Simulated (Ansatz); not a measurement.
# Ga2N: the cost of one run

Program: Ansatz 0.2.0. Level of theory: DFT PBE, scalar-relativistic, plane waves, PAW. These are calculated values, not measurements.

1 further run of the same task is left out (it didn't finish).

## 1. Starting point

Symmetry: P6/mmm, No. 191, hexagonal system. Conventional cell: a = 4.291 Å, b = 4.291 Å, c = 2.986 Å, α = 90.00°, β = 90.00°, γ = 120.00°. Ga (site symmetry -6m2) is surrounded by 5 Ga at 2.48 to 2.99 Å and 6 N at 2.89 Å. N (site symmetry 6/mmm) is surrounded by 12 Ga at 2.89 Å.

Coordinates:

```
Ga N
1.0
     4.29146    0.00000    0.00000
    -2.14573    3.71651    0.00000
     0.00000    0.00000    2.98583
Ga N
2 1
Cartesian
  0.0000 2.4777 1.4929
  2.1457 1.2388 1.4929
  0.0000 0.0000 0.0000
```

Recipe of the guess: species swapped into a database cell of PrCd2 (P6/mmm, No. 191), with N on the Pr sites and Ga on the Cd sites. Its size is a rough estimate.

## 2. A first look at the guess

Contents of input.yaml:

```yaml
crystal:
  lattice:
    - [4.29145955, 0.0, 0.0]
    - [-2.14572977, 3.71651299, 0.0]
    - [0.0, 0.0, 2.98582978]
  atoms:
    - { symbol: Ga, position: [0.33333333, 0.66666667, 0.5] }
    - { symbol: Ga, position: [0.66666667, 0.33333333, 0.5] }
    - { symbol: "N", position: [0.0, 0.0, 0.0] }
basis:
  ecutwfc: 420
kpoints:
  mp_grid: { grid: [6, 6, 6] }
hamiltonian:
  xc: pbe
scf:
  occupations: { method: gaussian, width: 0.1 }
  lower_state_search: "off"
output:
  forces: true
  stress: true
  eigenvalues: true
```

Launch:

```sh
$ ansatz run input.yaml --threads 1 --pin off --max-ram 2560MiB --backend cpu --events-out ev --progress --plain --runs-dir out
```

**Question.** How long does this run take on 1 thread of Arm Neoverse V1, shared host, and how much memory does it need?

About 1.5 s, with a peak of 0.3 GiB.
